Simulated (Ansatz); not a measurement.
# CH5AlClGa: ionisation energy by level of theory

The task here is to estimate one member of a computed series from the others.

Computed with Ansatz 0.2.0, Gaussian basis. Level: unrestricted cation, the program's frozen cores in correlated methods.

The runs, in order: UKS PBE-D4/def2-TZVPP; UKS r2SCAN-D4/def2-TZVPP; UKS PBE0-D4/def2-TZVPP; UKS B3LYP-D4/def2-TZVPP; UKS wB97X-V/def2-TZVPP; UKS wB97M-V/def2-TZVPP; UKS B2PLYP/def2-TZVPP; UHF-CCSD(T)/def2-TZVPP; UHF-MP2/def2-QZVPP; extrapolation to the limit; then −ε(HOMO) from the neutral's earlier runs with LDA (SPW92), PBE-D4, revPBE-D4, BLYP-D4, r2SCAN-D4, B97M-V, PBE0-D4, B3LYP-D4, r2SCANh-D4, r2SCAN0-D4, HSE06-D4, BHLYP-D4, CAM-B3LYP-D4, LC-ωPBE, ωB97X-V, ωB97M-V.

### Structure used throughout

All runs share one geometry, relaxed beforehand with PBE0-D4 in a triple-zeta def2 set.

SMILES `[CH3][Al]([Cl])[GaH2]`, 9 atoms, charge 0, spin multiplicity 1.

Atoms are counted from 1 here; the program's logs count them from 0.

Bond lengths: C1–Al2 1.946 Å, C1–H5 1.093 Å, C1–H6 1.095 Å, C1–H7 1.095 Å, Al2–Cl3 2.122 Å, Al2–Ga4 2.513 Å, Ga4–H8 1.578 Å, Ga4–H9 1.578 Å. Angles: Al2–C1–H5 113.1°, Al2–C1–H6 110.3°, Al2–C1–H7 110.1°, H5–C1–H6 108.2°, H5–C1–H7 108.1°, H6–C1–H7 106.8°, C1–Al2–Cl3 115.7°, C1–Al2–Ga4 130.8°, Cl3–Al2–Ga4 113.5°, Al2–Ga4–H8 122.4°, Al2–Ga4–H9 122.4°, H8–Ga4–H9 115.3°.

The first run:

File in.yaml:

```yaml
crystal:
  periodic: [false, false, false]
  atoms:
    - {symbol: C, position_ang: [0.085045, 1.276104, -1.282425]}
    - {symbol: Al, position_ang: [0.558303, 0.096722, 0.191749]}
    - {symbol: Cl, position_ang: [2.521012, 0.329725, 0.963173]}
    - {symbol: Ga, position_ang: [-0.772264, -1.688175, 1.357327]}
    - {symbol: H, position_ang: [-0.941260, 1.137288, -1.630507]}
    - {symbol: H, position_ang: [0.207280, 2.322716, -0.985239]}
    - {symbol: H, position_ang: [0.757539, 1.107957, -2.130232]}
    - {symbol: H, position_ang: [-0.761389, -3.193951, 0.884923]}
    - {symbol: H, position_ang: [-1.654265, -1.388396, 2.631231]}
basis:
  gaussian: {orbitals: def2-TZVPP}
total_charge: 1
magnetization: {spin_polarized: true, initial_magnetization: 1}
hamiltonian: {xc: pbe, dispersion: d4}
```

Launch:

```console
$ ansatz run in.yaml --threads 2 --pin off --events-out ev --progress --plain --max-ram 32768MiB --backend cpu
```

Among the steps run: Cation, UKS PBE-D4/def2-TZVPP; Cation, UKS r2SCAN-D4/def2-TZVPP; Cation, UKS PBE0-D4/def2-TZVPP; Cation, UKS B3LYP-D4/def2-TZVPP; Cation, UKS wB97X-V/def2-TZVPP; Cation, UKS wB97M-V/def2-TZVPP; Cation, UKS B2PLYP (frozen core)/def2-TZVPP; Cation, UHF-CCSD(T)/def2-TZVPP; Cation, UHF-MP2/def2-QZVPP.

One table of the session follows, with a row left open; its other results are not shown here.

It belongs to the step «Ionisation energies side by side». Orbital estimates, from the neutral's runs:

```
  functional  −ε(HOMO) (eV)
 LDA (SPW92)           6.08
      PBE-D4           5.97
   revPBE-D4           5.92
     BLYP-D4           5.83
   r2SCAN-D4           6.21
      B97M-V           6.27
     PBE0-D4           7.01
    B3LYP-D4           6.83
  r2SCANh-D4           6.59
  r2SCAN0-D4           7.17
    HSE06-D4              ?
    BHLYP-D4           7.96
CAM-B3LYP-D4           8.25
     LC-ωPBE           9.52
     ωB97X-V           9.20
     ωB97M-V           8.98
```

Estimate the missing values for HSE06-D4.

The run gave: −ε(HOMO) (eV): 6.62. In the column «−ε(HOMO) (eV)» it lies between r2SCANh-D4 (6.59) and B3LYP-D4 (6.83).
